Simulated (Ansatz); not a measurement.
What does this script print? It uses Ansatz's Python interface.

The script, `restart_tepd.py`:
```python
"""Start a denser mesh for TePd from a saved density."""

import ansatz as az


def main() -> None:
    crystal = (
        az.Lattice.of([4.1521, 0.0, 0.0], [-2.07605, 3.59582408, 0.0], [0.0, 0.0, 5.6719])
        .atom("Te", [1 / 3, 2 / 3, 0.25])
        .atom("Te", [2 / 3, 1 / 3, 0.75])
        .atom("Pd", [0.0, 0.0, 0.0])
        .atom("Pd", [0.0, 0.0, 0.5])
    )

    base = (
        crystal.calculation()
        .functional(az.Functional.PBESOL)
        .occupations("fermi_dirac", width=0.1)
    )
    coarse = base.kpoints(*(3, 3, 2)).checkpoint(write="ground.run").run().report
    warm = base.kpoints(*(6, 6, 4)).checkpoint(read="ground.run").run().report
    cold = base.kpoints(*(6, 6, 4)).run().report
    for label, report in (("coarse", coarse), ("fine, from the saved density", warm), ("fine, fresh start", cold)):
        print(f"{label:30s} F = {report['free_energy_ev']:.5f} eV  iterations {report['n_iterations']}")


if __name__ == "__main__":
    main()
```

`python restart_tepd.py` gives:
```text
DeckWarning: basis.ecutwfc = 420 eV, auto-derived from the records' recommended cutoffs: set by Te (normal level)
coarse                         F = -27617.61739 eV  iterations 7
fine, from the saved density   F = -27617.85590 eV  iterations 6
fine, fresh start              F = -27617.85590 eV  iterations 6
```
(Warnings from the package without file and line, repeats left out.)

What to keep in mind:
- Total energies depend on the potentials; only differences at equal settings carry meaning. A total without «per atom» is that of the cell as typed.
- The mesh is modest for a metal, so energies can be off by several to tens of meV an atom and pressures by half a GPa or more; differences at equal mesh fare better.
- The starting cell is as deposited in a crystallographic database; the results hold for this polymorph, which needn't be the stable one.
- Finished in 15 s on 1 thread of Arm Neoverse N1 (shared host), peak memory 0.42 GiB.
